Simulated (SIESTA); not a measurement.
The system is NaLaHf2O6.

```
CELL_PARAMETERS angstrom
0.00000 4.10692 4.10692
4.10692 0.00000 4.10692
4.10692 4.10692 0.00000
ATOMIC_POSITIONS crystal
Hf 0.75000 0.75000 0.75000
Hf 0.25000 0.25000 0.25000
La 0.00000 0.00000 0.00000
Na 0.50000 0.50000 0.50000
O 0.00000 0.50000 0.00000
O 0.50000 0.00000 0.50000
O 0.50000 0.00000 0.00000
O 0.00000 0.50000 0.50000
O 0.00000 0.00000 0.50000
O 0.50000 0.50000 0.00000
```

The cell comes from a database or a generator and needn't be the stable form of this composition.

```yaml
Program: SIESTA 5.4.2
Task: single point
Functional: PBE
Potentials_or_basis: PseudoDojo 0.4 standard (PBE files)
Basis: DZP (energy shift 0.003 Ry; two zetas on semicore shells)
Grid_cutoff: 800 Ry
Energy_shift: 0.003 Ry
k_mesh: 6 × 6 × 6
Occupations: fermi-dirac, width 0.05 eV
Spin: no spin polarisation
```

On this cell: pressure 4.0 GPa; largest force zero by symmetry; band gap on the k mesh 2.84 eV, direct.

The same run follows on a disturbed copy (atoms moved at random, drawn with an rms of 0.05 Å):

```
Hf La Na O
1.0
     0.00000    4.10692    4.10692
     4.10692    0.00000    4.10692
     4.10692    4.10692    0.00000
Hf La Na O
2 1 1 6
Direct
  0.74791 0.76413 0.73237
  0.26047 0.24398 0.24208
  0.99989 0.99029 0.01368
  0.51553 0.51168 0.48912
  0.01721 0.49561 0.99151
  0.50150 0.00443 0.49996
  0.49970 0.99536 0.00836
  0.00211 0.50189 0.50230
  0.99991 0.99969 0.50163
  0.49262 0.49111 0.00260
```

Problem. What does the disturbed cell give?

Solution. The energy moves by +33.5 meV/atom; pressure 5.3 GPa; largest force 2.732 eV/Å; band gap on the k mesh 2.59 eV, direct.

Forces on the atoms (eV/Å):
```
Hf   0.040  2.458 -1.192
Hf   1.454 -0.818 -0.563
La  -0.251 -0.226  0.232
Na   0.006 -0.031 -0.143
O    0.334 -1.085 -0.370
O   -0.083 -0.299 -0.079
O   -1.337  0.293 -0.283
O   -0.391 -0.330 -0.049
O    0.062 -0.119  0.108
O    0.164  0.154  2.337
```

Stress tensor (GPa, compression positive):
```
 4.71  0.48 -1.09
 0.48  5.63  0.56
-1.09  0.56  5.58
```

Caveats: short orbitals over semicore shells can move pressures by several GPa; spin-orbit coupling is left out, which moves the levels of the heavy elements; the basis of atomic orbitals isn't converged, which shifts pressures, moduli and gaps.

A k mesh can miss the band edges.
